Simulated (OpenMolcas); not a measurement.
**Au⁵⁺ among point charges: CASSCF and CASPT2 levels and susceptibility**

How does a field of 6 point charges split the states of Au⁵⁺, and what χT follows?

The numbers are computed with OpenMolcas 26.06 (state-averaged CASSCF and CASPT2, spin-orbit coupling by RASSI with atomic mean-field integrals), except any that are marked as measured or tabulated.

**1. The atom as given**

| Quantity | Value |
| --- | --- |
| Species | Au⁵⁺ (gold, Z = 79, 74 electrons) |
| Basis | ANO-RCC-VDZP [7s6p4d2f], 59 functions |
| Scalar Hamiltonian | DKH2, point nucleus |
| Inactive shells | 1s 2s 2p 3s 3p 3d 4s 4p 4d 4f 5s 5p |
| Active space | 6 electrons in 5 orbitals (5d) |
| Some configurations of this space | 5d⁶ |
| Orbitals | optimised for each spin and parity, averaged over all roots |

The outer shells:

5d6
```
5d [↑↓][↑ ][↑ ][↑ ][↑ ]
```

The ion sits among 6 point charges of -1.7 e arranged as a tetragonal octahedron (D4h), 2.23 Å from the ion, with the axial distance 2.029 Å.

Each step is its own input file, run in one work folder so that later steps find the files of earlier ones. Labels, J, g values, rates, χT and fits are worked out afterwards by a script from the matrices that RASSI stores. The input lists half of the charges; inversion (Group=XYZ) makes the rest.

**2. One- and two-electron integrals**

Input file a.inp:

```
&GATEWAY
Coord
1

Au 0.0 0.0 0.0
Basis=ANO-RCC-VDZP
Group=XYZ
NoMove
AngMom=0.0 0.0 0.0
AMFI
XField
3 Angstrom 0
2.230000 0.000000 0.000000 -1.700000
0.000000 2.230000 0.000000 -1.700000
0.000000 0.000000 2.029300 -1.700000
&SEWARD
```

Launch:

```
> OMP_NUM_THREADS=1 MOLCAS_MEM=1689 MOLCAS_PROJECT=a pymolcas a.inp > a.log
```

**3. CASSCF: quintets of even parity, 5 roots**

Input file a.inp:

```
&RASSCF
FileOrb=start.orb
Symmetry=1
Spin=5
nActEl=6 0 0
Inactive=15 19
Ras2=5 0
CIRoot=5 5 1
SDav=5
CIMx=300
Iter=120 100
PrWF=0.3
OrbListing=Nothing
MaxOrb=0
>>> COPY $Project.JobIph JOB001
```

start.orb holds the contracted functions of the basis, ordered by shell, or the orbitals of the step before.

**4. CASSCF: triplets of even parity, 45 roots**

Input file a.inp:

```
&RASSCF
FileOrb=start.orb
Symmetry=1
Spin=3
nActEl=6 0 0
Inactive=15 19
Ras2=5 0
CIRoot=45 45 1
SDav=45
CIMx=300
Iter=120 100
PrWF=0.3
OrbListing=Nothing
MaxOrb=0
>>> COPY $Project.JobIph JOB002
```

**5. Reference wave functions, singlets of even parity, 50 roots**

Input file a.inp:

```
&RASSCF
FileOrb=start.orb
Symmetry=1
Spin=1
nActEl=6 0 0
Inactive=15 19
Ras2=5 0
CIRoot=50 50 1
SDav=50
CIMx=300
Iter=120 100
PrWF=0.3
OrbListing=Nothing
MaxOrb=0
>>> COPY $Project.JobIph JOB003
```

**6. RASSI: spin-orbit coupling between the states**

Input file a.inp:

```
&RASSI
NrOfJobIphs=3 5 45 50
1 2 3 4 5
1 2 3 4 5 6 7 8 9 10 11 12 13 14 15 16 17 18 19 20 21 22 23 24 25 26 27
28 29 30 31 32 33 34 35 36 37 38 39 40 41 42 43 44 45
1 2 3 4 5 6 7 8 9 10 11 12 13 14 15 16 17 18 19 20 21 22 23 24 25 26 27
28 29 30 31 32 33 34 35 36 37 38 39 40 41 42 43 44 45 46 47 48 49 50
IphNames
JOB001
JOB002
JOB003
EJob
SpinOrbit
DIPRint=1.0
SOCoupling=1000.0
Subsets=2
Property=9
'ANGMOM' 1 'ANGMOM' 2 'ANGMOM' 3 'MLTPL  1' 1 'MLTPL  1' 2 'MLTPL  1' 3
'AMFI' 1 'AMFI' 2 'AMFI' 3
SOProperty=3
'ANGMOM' 1 'ANGMOM' 2 'ANGMOM' 3
```

**7. CASPT2: IPEA 0.25, imaginary shift 0.1 (closed shells correlated: 5s 5p)**

Input file a.inp:

```
>>> COPY JOB001 $Project.JobIph
&CASPT2
Multistate=5 1 2 3 4 5
NoMult
Frozen=14 16
IPEA=0.25
Imaginary=0.1
MaxIter=60
WThr=0.0 0.3 0.05
PrWF=0.5
NoMix
>>> COPY JOB002 $Project.JobIph
&CASPT2
Multistate=45 1 2 3 4 5 6 7 8 9 10 11 12 13 14 15 16 17 18 19 20 21 22
23 24 25 26 27 28 29 30 31 32 33 34 35 36 37 38 39 40 41 42 43 44 45
NoMult
Frozen=14 16
IPEA=0.25
Imaginary=0.1
MaxIter=60
WThr=0.0 0.3 0.05
PrWF=0.5
NoMix
>>> COPY JOB003 $Project.JobIph
&CASPT2
Multistate=50 1 2 3 4 5 6 7 8 9 10 11 12 13 14 15 16 17 18 19 20 21 22
23 24 25 26 27 28 29 30 31 32 33 34 35 36 37 38 39 40 41 42 43 44 45 46
47 48 49 50
NoMult
Frozen=14 16
IPEA=0.25
Imaginary=0.1
MaxIter=60
WThr=0.0 0.3 0.05
PrWF=0.5
NoMix
```

(Steps that only read results are left out.)

Before running it: what results should come out? Wanted: spin-free ground state; first state of the same spin within the active space; lowest level; next level.

**Answer**, as computed:

```
                                            quantity                                                                        value
                                              method  SS-CASPT2, IPEA 0.25, imaginary shift 0.1 (closed shells correlated: 5s 5p)
                              spin-free ground state                                              5B2, 1-fold in its orbital part
first state of the same spin within the active space                                                              5E at 2150 cm⁻¹
                                        lowest level                                                                    1-fold A1
                                          next level                                                                   114.3 cm⁻¹
                                         χT at 300 K                                                               4.23 cm³ K/mol
                           effective moment at 300 K                                                                      5.82 μB
```

Cost by method:

```tsv
method	time of its own steps	time with the reference
A. CASSCF	23 s	23 s
B. SS-CASPT2, IPEA 0.25, imaginary shift 0.1, +5s 5p	7.7 s	31 s
```

Times are of one thread on a shared host.

In words: The spin-free ground state (5B2) comes to 100 % from free-ion D terms and keeps the highest spin of the shell. χT at 300 K is 4.23, against 3.01 cm³ K/mol for the spin alone, so orbital moment adds to it. An active space of the d shell alone favours high spin; real ions in strong fields can be low spin. The field of point charges can differ much from that of real complexes. With metal d orbitals alone active, the gaps between spin states are rough; where two lie within a few thousand cm-1, their order is open. This is an electrostatic model: the charges have no orbitals.
